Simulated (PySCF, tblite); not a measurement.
# B30N30H12: electronic excitations, NMR shifts, part 2 of 2

tblite 0.8.0 and PySCF 2.14.0. Atoms count from 0.

## Step 4: NMR shifts: GIAO KT3/pcSseg-1

The job: settings as JSON, then the geometry in Å.

```
{"job": {"kind": "nmr", "xc": "KT3", "basis": "pcSseg-1", "pop": false}, "charge": 0, "multiplicity": 1}
N      1.640041     1.290338     4.765596
B      2.107276     0.473494    -3.945468
N      1.446189     1.720626    -4.219259
B      1.924772     0.902575    -1.488754
N      0.979855     1.952263    -1.762738
B      1.640914     1.285428     0.955572
N      0.482315     2.094615     0.677852
B      1.244260     1.564962     3.400373
N     -0.042641     2.125485     3.115051
B      0.997513     2.066704    -5.553957
N     -0.387139     2.089059    -5.803535
B      0.517210     1.994894    -3.130264
N     -0.886763     1.898279    -3.409058
B      0.012858     2.062841    -0.687384
N     -1.351683     1.696275    -0.964816
B     -0.489494     2.012256     1.750737
N     -1.754678     1.381024     1.480186
B     -0.974300     1.873307     4.200185
N     -2.061730     0.969972     3.943185
B     -1.250861     1.569253    -4.762961
N     -2.205007     0.535498    -4.992928
B     -1.616828     1.279044    -2.318650
N     -2.228231     0.002988    -2.584853
B     -1.912679     0.914708     0.125656
N     -2.169305    -0.479919    -0.132233
B     -2.085918     0.483122     2.579115
N     -1.963772    -0.927263     2.315005
N     -1.639253    -1.291007     4.765333
B     -2.107384    -0.471988    -3.945539
N     -1.446254    -1.719048    -4.219627
B     -1.924664    -0.901713    -1.488869
N     -0.979683    -1.951356    -1.763176
B     -1.640630    -1.285413     0.955420
N     -0.481967    -2.094380     0.677330
B     -1.243583    -1.565331     3.400066
N      0.043261    -2.125731     3.114560
B     -0.997627    -2.065190    -5.554348
N      0.387057    -2.087465    -5.804070
B     -0.517048    -1.993484    -3.130753
N      0.886945    -1.896938    -3.409549
B     -0.012578    -2.062070    -0.687941
N      1.351996    -1.695635    -0.965372
B      0.489883    -2.012241     1.750237
N      1.755216    -1.381173     1.479706
B      0.975031    -1.873841     4.199633
N      2.062334    -0.970431     3.942836
B      1.250803    -1.567695    -4.763448
N      2.204753    -0.533737    -4.993165
B      1.617010    -1.277942    -2.319049
N      2.228146    -0.001781    -2.584948
B      1.913059    -0.914315     0.125254
N      2.169531     0.480341    -0.132343
B      2.086525    -0.483432     2.578823
N      1.964272     0.927004     2.315054
B      2.222745     0.020261     5.008920
B      0.860722     1.910278     5.823957
N     -0.479390     2.205125     5.520805
B     -2.222034    -0.021053     5.009092
B     -0.859844    -1.911193     5.823510
N      0.480234    -2.206050     5.520181
H      1.763113     2.256604    -6.425115
H     -0.732569     2.205788    -6.743402
H     -2.337058     0.216835    -5.941065
H     -1.763517    -2.255094    -6.425352
H      0.732403    -2.203832    -6.744043
H      2.336986    -0.214978    -5.941248
H      2.640611    -0.273901     6.062555
H      1.292369     2.059584     6.900665
H     -1.126490     2.430294     6.258826
H     -2.639882     0.273175     6.062748
H     -1.291381    -2.060731     6.900330
H      1.127426    -2.431028     6.258199
```

Level: GIAO KT3/pcSseg-1 NMR shielding, non-relativistic, gas phase.

Output:

```text
start: PBE on a coarse grid of 64774 points
cycle   1  E = -2393.7800609446  dE =  1.269e+01  |g| = 2.017e+00  |ddm| = 1.000e+01
cycle   2  E = -2392.1208249076  dE =  1.659e+00  |g| = 3.383e+00  |ddm| = 5.065e+00
cycle   3  E = -2394.6409967818  dE = -2.520e+00  |g| = 2.449e-01  |ddm| = 3.505e+00
cycle   4  E = -2394.6514909980  dE = -1.049e-02  |g| = 1.537e-01  |ddm| = 4.351e-01
cycle   5  E = -2394.6565593835  dE = -5.068e-03  |g| = 4.022e-02  |ddm| = 1.686e-01
cycle   6  E = -2394.6568787998  dE = -3.194e-04  |g| = 1.772e-02  |ddm| = 5.720e-02
cycle   7  E = -2394.6569504365  dE = -7.164e-05  |g| = 3.656e-03  |ddm| = 2.087e-02
final grid: 606817 points
cycle   8  E = -2436.4339386684  dE = -1.180e-01  |g| = 2.310e-01  |ddm| = 9.418e-01
cycle   9  E = -2436.4157094410  dE =  1.823e-02  |g| = 3.705e-01  |ddm| = 5.061e-01
cycle  10  E = -2436.4455602978  dE = -2.985e-02  |g| = 1.897e-02  |ddm| = 3.091e-01
cycle  11  E = -2436.4456312081  dE = -7.091e-05  |g| = 9.657e-03  |ddm| = 3.004e-02
cycle  12  E = -2436.4456535146  dE = -2.231e-05  |g| = 2.926e-03  |ddm| = 1.216e-02
cycle  13  E = -2436.4456566114  dE = -3.097e-06  |g| = 8.428e-04  |ddm| = 4.346e-03
cycle  14  E = -2436.4456553116  dE =  1.300e-06  |g| = 2.453e-04  |ddm| = 1.094e-03
cycle  15  E = -2436.4456543838  dE =  9.279e-07  |g| = 9.628e-05  |ddm| = 3.659e-04
converged SCF energy = -2436.4456543838

GIAO shielding tensors (ppm)
atom      isotropic    diamagn.    paramagn.     s11        s22        s33       span
  0 N       90.818     351.567    -260.750      9.301     36.399    226.752    217.451
  1 B       74.061     223.978    -149.917     59.933     62.626     99.625     39.693
  2 N      113.204     354.918    -241.714     38.716     76.681    224.216    185.500
  3 B       72.701     231.154    -158.454     56.216     63.611     98.275     42.059
  4 N      117.412     375.878    -258.466     50.866     72.439    228.932    178.067
  5 B       72.757     229.593    -156.836     57.076     64.158     97.038     39.963
  6 N      117.663     376.829    -259.166     54.565     68.406    230.019    175.454
  7 B       75.738     221.890    -146.152     60.893     64.789    101.531     40.639
  8 N      109.471     365.647    -256.175     44.526     61.792    222.097    177.571
  9 B       72.279     203.410    -131.131     48.157     56.821    111.860     63.703
 10 N      132.596     326.829    -194.233     32.245    161.924    203.619    171.374
 11 B       74.849     226.841    -151.992     59.603     64.745    100.199     40.596
 12 N      115.231     363.833    -248.602     51.342     67.206    227.145    175.803
 13 B       73.067     230.049    -156.982     58.021     64.019     97.160     39.139
 14 N      117.310     377.072    -259.762     56.494     67.801    227.634    171.140
 15 B       73.770     227.746    -153.976     58.316     64.057     98.937     40.621
 16 N      116.617     373.483    -256.865     54.501     68.685    226.665    172.164
 17 B       75.258     216.031    -140.773     60.127     64.454    101.192     41.065
 18 N      109.856     359.581    -249.725     50.249     63.310    216.008    165.759
 19 B       76.940     217.480    -140.540     57.732     69.555    103.534     45.802
 20 N      146.464     336.151    -189.688     69.547    151.828    218.016    148.469
 21 B       73.334     228.857    -155.523     57.177     64.863     97.961     40.784
 22 N      113.666     370.419    -256.753     52.572     67.117    221.309    168.737
 23 B       72.387     230.908    -158.521     55.325     64.561     97.275     41.950
 24 N      115.304     377.386    -262.082     53.406     66.673    225.834    172.428
 25 B       73.672     226.875    -153.203     56.118     64.969     99.929     43.811
 26 N      116.472     370.983    -254.511     51.287     69.974    228.156    176.869
 27 N       90.825     351.561    -260.736      9.330     36.398    226.745    217.415
 28 B       74.059     223.977    -149.918     59.927     62.625     99.624     39.697
 29 N      113.194     354.911    -241.717     38.724     76.668    224.189    185.465
 30 B       72.693     231.130    -158.437     56.206     63.605     98.269     42.063
 31 N      117.398     375.880    -258.481     50.854     72.427    228.915    178.061
 32 B       72.756     229.580    -156.824     57.074     64.152     97.041     39.966
 33 N      117.654     376.834    -259.179     54.537     68.413    230.014    175.477
 34 B       75.742     221.888    -146.145     60.901     64.790    101.535     40.634
 35 N      109.492     365.651    -256.159     44.569     61.802    222.105    177.535
 36 B       72.275     203.414    -131.139     48.159     56.811    111.856     63.697
 37 N      132.604     326.831    -194.227     32.278    161.930    203.604    171.326
 38 B       74.846     226.856    -152.010     59.600     64.745    100.192     40.592
 39 N      115.239     363.823    -248.583     51.355     67.219    227.143    175.787
 40 B       73.067     230.028    -156.961     58.026     64.024     97.150     39.124
 41 N      117.322     377.008    -259.685     56.516     67.798    227.653    171.136
 42 B       73.771     227.740    -153.970     58.315     64.062     98.935     40.620
 43 N      116.617     373.472    -256.855     54.510     68.683    226.659    172.149
 44 B       75.262     216.030    -140.768     60.128     64.462    101.196     41.068
 45 N      109.884     359.585    -249.701     50.268     63.352    216.032    165.764
 46 B       76.942     217.501    -140.559     57.733     69.557    103.537     45.803
 47 N      146.472     336.151    -189.679     69.555    151.837    218.025    148.471
 48 B       73.337     228.866    -155.530     57.175     64.868     97.967     40.792
 49 N      113.667     370.416    -256.750     52.576     67.109    221.316    168.741
 50 B       72.384     230.951    -158.566     55.324     64.555     97.274     41.951
 51 N      115.313     377.384    -262.070     53.415     66.686    225.839    172.424
 52 B       73.669     226.875    -153.206     56.119     64.960     99.929     43.811
 53 N      116.462     370.982    -254.521     51.265     69.977    228.143    176.877
 54 B       68.252     200.266    -132.014     42.855     55.476    106.424     63.568
 55 B       73.005     196.460    -123.455     47.481     64.100    107.435     59.954
 56 N      133.999     330.398    -196.398     41.589    150.971    209.437    167.848
 57 B       68.247     200.265    -132.018     42.851     55.475    106.416     63.566
 58 B       73.002     196.465    -123.463     47.480     64.098    107.430     59.950
 59 N      133.992     330.400    -196.408     41.579    150.971    209.426    167.847
 60 H       26.748      29.097      -2.349     24.534     26.033     29.678      5.144
 61 H       26.634      24.971       1.663     23.230     24.535     32.137      8.907
 62 H       28.306      33.383      -5.078     24.714     27.311     32.891      8.177
 63 H       26.747      29.097      -2.350     24.533     26.031     29.678      5.145
 64 H       26.634      24.971       1.662     23.230     24.534     32.137      8.908
 65 H       28.306      33.379      -5.073     24.713     27.310     32.893      8.181
 66 H       26.643      28.818      -2.175     24.744     25.857     29.329      4.585
 67 H       26.985      24.285       2.700     24.772     26.041     30.143      5.371
 68 H       26.748      25.598       1.150     23.062     24.963     32.221      9.160
 69 H       26.643      28.820      -2.177     24.744     25.854     29.330      4.585
 70 H       26.984      24.283       2.701     24.771     26.040     30.143      5.372
 71 H       26.748      25.599       1.150     23.062     24.963     32.220      9.158
```

Run time: 74 s. Hardware: 8 threads of Arm Neoverse V2, shared host; peak memory 5.6 GiB.

Shifts follow as δ = σ(reference) − σ, with reference shieldings (ppm) from runs at the same level and on the same kind of geometry: ¹H TMS 31.76, ¹⁵N NH3 264.4, ¹¹B BF3·OEt2 100.0. The references are single molecules in the gas phase, so shifts against H2O, NH3, PH3, H3PO4 or CFCl3 are not on the usual liquid scales and can be off by tens of ppm. Atoms listed in one row are averaged.

| atoms | environment | σ (ppm) | δ (ppm) |
| --- | --- | --- | --- |
| H61, H64 | hydrogen on a nitrogen bonded to 2 B | 26.63 | 5.13 |
| H66, H69 | hydrogen on a boron bonded to 2 N | 26.64 | 5.12 |
| H60, H63 | hydrogen on a boron bonded to 2 N | 26.75 | 5.01 |
| H68, H71 | hydrogen on a nitrogen bonded to 2 B | 26.75 | 5.01 |
| H67, H70 | hydrogen on a boron bonded to 2 N | 26.98 | 4.78 |
| H62, H65 | hydrogen on a nitrogen bonded to 2 B | 28.31 | 3.45 |
| N0, N27 | nitrogen bonded to 3 B | 90.8 | 173.6 |
| N8, N35 | nitrogen bonded to 3 B | 109.5 | 154.9 |
| N18, N45 | nitrogen bonded to 3 B | 109.9 | 154.5 |
| N2, N29 | nitrogen bonded to 3 B | 113.2 | 151.2 |
| N22, N49 | nitrogen bonded to 3 B | 113.7 | 150.7 |
| N12, N39 | nitrogen bonded to 3 B | 115.2 | 149.2 |
| N24, N51 | nitrogen bonded to 3 B | 115.3 | 149.1 |
| N26, N53 | nitrogen bonded to 3 B | 116.5 | 147.9 |
| N16, N43 | nitrogen bonded to 3 B | 116.6 | 147.8 |
| N14, N41 | nitrogen bonded to 3 B | 117.3 | 147.1 |
| N4, N31 | nitrogen bonded to 3 B | 117.4 | 147.0 |
| N6, N33 | nitrogen bonded to 3 B | 117.7 | 146.7 |
| N10, N37 | nitrogen bonded to 2 B, H | 132.6 | 131.8 |
| N56, N59 | nitrogen bonded to 2 B, H | 134.0 | 130.4 |
| N20, N47 | nitrogen bonded to 2 B, H | 146.5 | 117.9 |
| B54, B57 | boron bonded to 2 N, H | 68.2 | 31.7 |
| B9, B36 | boron bonded to 2 N, H | 72.3 | 27.7 |
| B23, B50 | boron bonded to 3 N | 72.4 | 27.6 |
| B3, B30 | boron bonded to 3 N | 72.7 | 27.3 |
| B5, B32 | boron bonded to 3 N | 72.8 | 27.2 |
| B55, B58 | boron bonded to 2 N, H | 73.0 | 27.0 |
| B13, B40 | boron bonded to 3 N | 73.1 | 26.9 |
| B21, B48 | boron bonded to 3 N | 73.3 | 26.6 |
| B25, B52 | boron bonded to 3 N | 73.7 | 26.3 |
| B15, B42 | boron bonded to 3 N | 73.8 | 26.2 |
| B1, B28 | boron bonded to 3 N | 74.1 | 25.9 |
| B11, B38 | boron bonded to 3 N | 74.8 | 25.1 |
| B17, B44 | boron bonded to 3 N | 75.3 | 24.7 |
| B7, B34 | boron bonded to 3 N | 75.7 | 24.2 |
| B19, B46 | boron bonded to 3 N | 76.9 | 23.0 |

Ring of atoms N0, B7, N8, B17, B55, N56: NICS(0) -2.0, NICS(1) -2.4, NICS(1)zz -1.1 ppm (means of both faces; NICS(1) differs between them: -3.8 and -1.0).

Ring of atoms N0, B7, N45, B52, N53, B54: NICS(0) -1.4, NICS(1) -2.2, NICS(1)zz -1.2 ppm (means of both faces; NICS(1) differs between them: -3.5 and -0.9).

Ring of atoms B1, N2, B3, N4, B11, N49: NICS(0) -1.6, NICS(1) -1.8, NICS(1)zz 0.3 ppm (means of both faces; NICS(1) differs between them: -3.4 and -0.1).

## Step 5: Summary of results

This closing draws on all 2 parts.

| quantity | value |
| --- | --- |
| lowest singlet (PBE0/6-31G*) | 4.78 eV (260 nm), f = 0.001 |
| brightest single state of those computed | state 5, 5.39 eV, f = 0.021 |
| lowest triplet | 4.66 eV |
| ¹H shifts against TMS (KT3/pcSseg-1, means over atoms taken as alike) | 5.13, 5.12, 5.01, 5.01, 4.78, 3.45 ppm |
| ¹⁵N shifts against NH3 (KT3/pcSseg-1, means over atoms taken as alike) | 173.6, 154.9, 154.5, 151.2, 150.7, 149.2, 149.1, 147.9, 147.8, 147.1, 147.0, 146.7, 131.8, 130.4 ppm and more |
| ¹¹B shifts against BF3·OEt2 (KT3/pcSseg-1, means over atoms taken as alike) | 31.7, 27.7, 27.6, 27.3, 27.2, 27.0, 26.9, 26.6, 26.3, 26.2, 25.9, 25.1, 24.7, 24.2 ppm and more |

The first singlet state (HOMO→LUMO 0.70, HOMO−2→LUMO 0.14) lies at 4.78 eV and is weak; of the 6 states computed, the strongest absorption comes from states 5 to 6 together at 5.39 eV (the last computed, so partners may be missing). The lowest triplet lies 0.12 eV below the lowest singlet (triplets in Tamm-Dancoff, singlets in full TDDFT). At KT3/pcSseg-1: The largest span, 217 ppm, is at N0, N27, where the paramagnetic term is -261 ppm.
